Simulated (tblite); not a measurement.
# C6H10N2: the cost of one run

Computed with tblite 0.8.0 and PySCF 2.14.0 and routines of our own; the level stands in each step. Atoms count from 0.

### 1 The system as given

18 atoms, charge 0, multiplicity 1; geometry from: start built from the parent or by distance geometry.

### 2 Optimising the geometry with GFN2-xTB

Job settings and geometry (Å):

```
{"job": {"kind": "relax", "xc": "GFN2-xTB", "basis": "xTB"}, "charge": 0, "multiplicity": 1}
C     -3.016100     0.723700    -1.010900
C     -1.706300     0.766100    -0.981900
C     -0.814000    -0.172600    -0.159800
C     -1.434800    -1.381900     0.463300
N      0.424100     0.158700    -0.041200
N      1.164600    -0.710800     0.715900
C      2.424400    -0.365300     0.825800
C      3.113000     0.831600     0.235200
H     -3.625500     0.012800    -0.452900
H     -3.577200     1.454400    -1.603700
H     -1.156800     1.512300    -1.520600
H     -1.624400    -1.198100     1.542200
H     -2.379100    -1.693200     0.024300
H     -0.742500    -2.248900     0.386000
H      3.059400    -1.012500     1.445200
H      2.426100     1.449000    -0.341500
H      3.532200     1.429100     1.040000
H      3.915300     0.458500    -0.408600
```

On the command line:

```bash
$ OMP_NUM_THREADS=1 python redox_run.py task.json out
```

The driver reads the jobs from task.json and runs them one after another.

**Question.** How long does this first job take on 1 thread of Arm Neoverse N1, shared host?

About 2.7 s.
